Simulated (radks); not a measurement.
**Bi³⁺ in [Hg]: an all-electron calculation**

One table from this session's results is given with a row withheld; the runs are named, their logs left out.

The numbers are computed with radks (a radial shooting solver on a logarithmic mesh, Libxc functionals) version 1 (scalar-relativistic Kohn-Sham, exchange-only LDA, spin-polarised, spherical densities, finite nucleus), except any that are marked as measured or tabulated.

## The atom as given

| Quantity | Value |
| --- | --- |
| element | bismuth (Z = 83) |
| charge | +3 |
| electrons | 80 |
| configuration | [Hg] |
| nuclear rms radius | 5.5211 fm |

Outer shells as boxes (Hund's rule):

Bi³⁺
```
[Xe] core
4f [↑↓][↑↓][↑↓][↑↓][↑↓][↑↓][↑↓]
5d [↑↓][↑↓][↑↓][↑↓][↑↓]
6s [↑↓]
```

Set-up of the first run:

Input:

```text
Z 83
configuration [Hg] 6p0 7s0
relativity scalar-relativistic
functional lda,
spin polarised
nucleus finite rms 5.5211 fm
c 137.035999084
```

The run is started by

```console
> python run_ks.py task.json out
```

All runs below come from this command, one after another.

One of the session's tables, all rows but one given; the rest of the session is left out.

It belongs to the step «Shells». From the orbitals of this run (lengths in bohr):

```
level      <r>  outermost maximum (interpolated)  90 % within  nodes
   1s  0.01581                           0.00967       0.0290      0
   2s        ?                                 ?            ?      ?
   2p  0.06056                            0.0469       0.0989      0
   3s   0.1718                             0.159        0.252      2
   3p   0.1738                             0.159        0.260      1
   3d   0.1575                             0.129        0.244      0
   4s   0.3774                             0.356        0.541      3
   4p   0.4029                             0.376        0.583      2
   4d   0.4228                             0.382        0.629      1
   5s   0.8303                             0.770         1.18      4
   4f   0.4411                             0.342        0.698      0
   5p   0.9472                             0.859         1.36      3
   5d    1.223                              1.03         1.83      2
   6s    2.021                              1.82         2.89      5
   6p    2.486                              2.22         3.57      4
   7s    4.329                              4.11         6.09      6
```

Estimate the missing values for 2s.

**Answer.** <r>: 0.06653; outermost maximum (interpolated): 0.0562; 90 % within: 0.103; nodes: 1. In the column «<r>» it lies between 2p (0.06056) and 3d (0.1575).
